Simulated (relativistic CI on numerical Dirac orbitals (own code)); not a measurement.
# Nd: one ion under different settings

Aim: see what numerical and physical settings do to the SCF, the total energy and the lowest levels of Nd.

Method: Dirac-Coulomb-Breit CI, KLI orbitals optimised for each configuration, model QED (radiative potential, 1s self-energy scaled to tabulated hydrogen-like ionisation energies), numerical settings as typed. Code: relativistic CI on numerical Dirac orbitals (own code) version 3.

## Step 1: The system

- ion: Nd (Nd I)
- nuclear charge: 60
- electrons: 60
- isotope: A = 142

## Step 2: The usual input

Settings of the run:

```ini
atom Nd  Z=60  charge=0  electrons=60
nucleus A=142  rms_radius_fm=4.9123
hamiltonian dirac-coulomb  breit=on  qed=on  c_scale=1
orbitals kli  potential=per-configuration
slater_scale 1
correlation none
mixing on
grid step=0.0125 r_max=323.6
scf mixing=0.4 start=green max_iterations=150 tolerance=2e-08 node_fill=0.05
configurations
  [Xe] 4f4 6s2
  [Xe] 4f2 5f 6s2 7s
  [Xe] 4f4 7s2
end
```

On the command line:

```
$ python run_levels.py task.json out
```

The settings of every run stand in task.json; they run in order.

## Step 3: Grid step 0.03, tolerance 1e-05

Settings: those of step 2 with these lines changed.

```diff
@@ -7,4 +7,4 @@
 mixing on
-grid step=0.0125 r_max=323.6
-scf mixing=0.4 start=green max_iterations=150 tolerance=2e-08 node_fill=0.05
+grid step=0.03 r_max=323.6
+scf mixing=0.4 start=green max_iterations=150 tolerance=1e-05 node_fill=0.05
 configurations
```

## Step 4: Start potential previous, Breit term off

Settings of the run:

```ini
atom Nd  Z=60  charge=0  electrons=60
nucleus A=142  rms_radius_fm=4.9123
hamiltonian dirac-coulomb  breit=off  qed=on  c_scale=1
orbitals kli  potential=per-configuration
slater_scale 1
correlation none
mixing on
grid step=0.0125 r_max=323.6
scf mixing=0.4 start=previous max_iterations=150 tolerance=2e-08 node_fill=0.05
configurations
  [Xe] 4f4 6s2
  [Xe] 4f2 5f 6s2 7s
  [Xe] 4f4 7s2
end
```

## Step 5: QED terms off, start potential bare, nuclear radius 6.386

Settings of the run:

```ini
atom Nd  Z=60  charge=0  electrons=60
nucleus A=142  rms_radius_fm=6.3860
hamiltonian dirac-coulomb  breit=on  qed=off  c_scale=1
orbitals kli  potential=per-configuration
slater_scale 1
correlation none
mixing on
grid step=0.0125 r_max=323.6
scf mixing=0.4 start=bare max_iterations=150 tolerance=2e-08 node_fill=0.05
configurations
  [Xe] 4f4 6s2
  [Xe] 4f2 5f 6s2 7s
  [Xe] 4f4 7s2
end
```

## Step 6: End of the grid 970.8

Settings of the run:

```ini
atom Nd  Z=60  charge=0  electrons=60
nucleus A=142  rms_radius_fm=4.9123
hamiltonian dirac-coulomb  breit=on  qed=on  c_scale=1
orbitals kli  potential=per-configuration
slater_scale 1
correlation none
mixing on
grid step=0.0125 r_max=970.8
scf mixing=0.4 start=green max_iterations=150 tolerance=2e-08 node_fill=0.05
configurations
  [Xe] 4f4 6s2
  [Xe] 4f2 5f 6s2 7s
  [Xe] 4f4 7s2
end
```

## Step 7: Slater scale 0

Settings of the run:

```ini
atom Nd  Z=60  charge=0  electrons=60
nucleus A=142  rms_radius_fm=4.9123
hamiltonian dirac-coulomb  breit=on  qed=on  c_scale=1
orbitals kli  potential=per-configuration
slater_scale 0
correlation none
mixing on
grid step=0.0125 r_max=323.6
scf mixing=0.4 start=green max_iterations=77 tolerance=2e-08 node_fill=0.05
configurations
  [Xe] 4f4 6s2
  [Xe] 4f2 5f 6s2 7s
  [Xe] 4f4 7s2
end
```

(Steps that only read results are left out.)

**Question.** What will these runs give? Wanted: lowest level, usual settings; total energy; first excitation.

**Answer**, as computed:

| setting | total energy less usual (Ha) | largest shift of a level among the lowest eight of both runs, same label and place (cm⁻¹) | SCF iterations | time | lowest level | kind of change |
| --- | --- | --- | --- | --- | --- | --- |
| usual | 0 | 0 | 79 | 0.92 s | 4f4 6s2 5I4 | - |
| grid step 0.03, tolerance 1e-05 | 0.000403 | 0.00698 | 67 | 0.43 s | 4f4 6s2 5I4 | numerical |
| start potential previous, Breit term off | -8.3 | 601 | 61 | 0.73 s | 4f4 6s2 5I4 | model term |
| QED terms off, start potential bare, nuclear radius 6.386 | -5.23 | 25.2 | 97 | 1.1 s | 4f4 6s2 5I4 | unphysical constant |
| end of the grid 970.8 | 0 | 0 | 75 | 0.91 s | 4f4 6s2 5I4 | numerical |
| Slater scale 0 | 0.142 | - | 79 | 0.93 s | 4f4 6s2 [4f5/2^4] J=4 | unsound |

| quantity | value |
| --- | --- |
| lowest level, usual settings | 4f4 6s2 5I4 |
| total energy | -9611.4152 Ha |
| first excitation | 1171.8 cm⁻¹ |

What this shows: Among the runs whose levels can be followed, they move most under «start potential previous, Breit term off» (model term), by up to 601 cm⁻¹. No visible change in the result comes from «end of the grid 970.8». Only the listed configurations are in the model. Near neutrality, missing correlation can shift configurations against each other by thousands of cm⁻¹.
